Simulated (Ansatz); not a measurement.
# C4H3F7: the cost of one run

The runs use Ansatz 0.2.0, Gaussian basis; RKS PBE0-D4/def2-TZVP.

Levels to be run: relaxation at PBE-D4/def2-SVP; relaxation at PBE0-D4/def2-TZVP; harmonic vibrations at the same level.

1 further run of the same task is left out (set aside as unsound or not needed).

## 1. The starting structure

SMILES `FC(F)C(F)C(F)(F)C(F)F`, 14 atoms, charge 0, spin multiplicity 1.

Atoms are counted from 1 here; the program's logs count them from 0.

Bond lengths: F1–C2 1.312 Å, C2–F3 1.342 Å, C2–C4 1.464 Å, C2–H12 1.119 Å, C4–F5 1.378 Å, C4–C6 1.481 Å, C4–H13 1.191 Å, C6–F7 1.377 Å, C6–F8 1.340 Å, C6–C9 1.524 Å, C9–F10 1.348 Å, C9–F11 1.383 Å, C9–H14 1.087 Å. Angles: F1–C2–F3 102.8°, F1–C2–C4 113.5°, F1–C2–H12 109.3°, F3–C2–C4 110.5°, F3–C2–H12 110.2°, C4–C2–H12 110.2°, C2–C4–F5 108.8°, C2–C4–C6 116.3°, C2–C4–H13 110.0°, F5–C4–C6 109.8°, F5–C4–H13 99.4°, C6–C4–H13 111.1°, C4–C6–F7 108.4°, C4–C6–F8 111.4°, C4–C6–C9 115.0°, F7–C6–F8 105.6°, F7–C6–C9 108.3°, F8–C6–C9 107.6° and more.

Coordinates:

```
F    -0.5880    0.8624   -2.5868
C     0.1207    0.6265   -1.5087
F     0.6075   -0.6036   -1.7357
C    -0.6677    0.6463   -0.2755
F    -1.1726    1.9155   -0.0915
C     0.0255    0.1992    0.9543
F     1.1474    0.9788    1.1292
F    -0.7283    0.4029    2.0430
C     0.4539   -1.2632    0.9564
F     0.9277   -1.6694    2.1517
F    -0.6243   -2.0777    0.6632
H     0.9562    1.3678   -1.4455
H    -1.6875    0.0522   -0.4337
H     1.2165   -1.4670    0.2084
```

The start is a force-field geometry with small random shifts, so a cheaper pass at PBE-D4/def2-SVP comes first.

## 2. Relaxation at PBE-D4/def2-SVP (cheap first pass)

The input, in.yaml:

```yaml
crystal:
  periodic: [false, false, false]
  atoms:
    - {symbol: F, position_ang: [-0.588000, 0.862400, -2.586800]}
    - {symbol: C, position_ang: [0.120700, 0.626500, -1.508700]}
    - {symbol: F, position_ang: [0.607500, -0.603600, -1.735700]}
    - {symbol: C, position_ang: [-0.667700, 0.646300, -0.275500]}
    - {symbol: F, position_ang: [-1.172600, 1.915500, -0.091500]}
    - {symbol: C, position_ang: [0.025500, 0.199200, 0.954300]}
    - {symbol: F, position_ang: [1.147400, 0.978800, 1.129200]}
    - {symbol: F, position_ang: [-0.728300, 0.402900, 2.043000]}
    - {symbol: C, position_ang: [0.453900, -1.263200, 0.956400]}
    - {symbol: F, position_ang: [0.927700, -1.669400, 2.151700]}
    - {symbol: F, position_ang: [-0.624300, -2.077700, 0.663200]}
    - {symbol: H, position_ang: [0.956200, 1.367800, -1.445500]}
    - {symbol: H, position_ang: [-1.687500, 0.052200, -0.433700]}
    - {symbol: H, position_ang: [1.216500, -1.467000, 0.208400]}
basis:
  gaussian: {orbitals: def2-SVP}
hamiltonian: {xc: pbe, dispersion: d4}
relax: {f_tol: 0.03, max_steps: 200}
```

Launch:

```sh
$ ansatz run in.yaml --threads 4 --pin off --events-out ev --progress --plain --max-ram 66560MiB --backend cpu
```

What time and memory should one allow on 4 threads of AMD EPYC 7R13, shared host?

About 13 s, with a peak of 0.29 GiB.
